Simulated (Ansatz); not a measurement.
# Si3Mo: the cost of one run

Computed with Ansatz 0.2.0 (DFT PBE, scalar-relativistic, plane waves, PAW, unless a step's input says otherwise).

**1. Starting point**

Symmetry: Fm-3m, No. 225, cubic system. Conventional cell: a = 6.973 Å, b = 6.973 Å, c = 6.973 Å, α = 90.00°, β = 90.00°, γ = 90.00°. Si (site symmetry -43m) has 4 Si at 3.02 Å and 4 Mo at 3.02 Å as nearest neighbours. Si (site symmetry m-3m) has 8 Si at 3.02 Å as nearest neighbours. Mo (site symmetry m-3m) is surrounded by 8 Si at 3.02 Å.

Coordinates:

```xyz
4
Lattice="0.0000 3.4866 3.4866 3.4866 0.0000 3.4866 3.4866 3.4866 0.0000" Properties=species:S:1:pos:R:3 pbc="T T T"
Si    1.7433    1.7433    1.7433
Si    3.4866    3.4866    3.4866
Si    5.2299    5.2299    5.2299
Mo    0.0000    0.0000    0.0000
```

A structure generator made this guess: species swapped into a database cell of Li3Mg (Fm-3m, No. 225), with Si on the Li sites and Mo on the Mg sites. Its size is a rough estimate.

**2. The guess as it stands, on a coarse mesh**

Input file input.yaml:

```yaml
crystal:
  lattice:
    - [0.0, 3.48662921, 3.48662921]
    - [3.48662921, 0.0, 3.48662921]
    - [3.48662921, 3.48662921, 0.0]
  atoms:
    - { symbol: Si, position: [0.25, 0.25, 0.25] }
    - { symbol: Si, position: [0.5, 0.5, 0.5] }
    - { symbol: Si, position: [0.75, 0.75, 0.75] }
    - { symbol: Mo, position: [0.0, 0.0, 0.0] }
basis:
  ecutwfc: 420
kpoints:
  mp_grid: { grid: [4, 4, 4] }
hamiltonian:
  xc: pbe
scf:
  occupations: { method: gaussian, width: 0.1 }
  lower_state_search: "off"
output:
  forces: true
  stress: true
  eigenvalues: true
```

Run with:

```console
> ansatz run input.yaml --threads 1 --pin off --max-ram 2560MiB --backend cpu --events-out ev --progress --plain --runs-dir out
```

**Question.** How long does this run take on 1 thread of Intel Xeon at 2.70GHz, shared host, and how much memory does it need?

About 1.1 s, with a peak of 0.34 GiB.
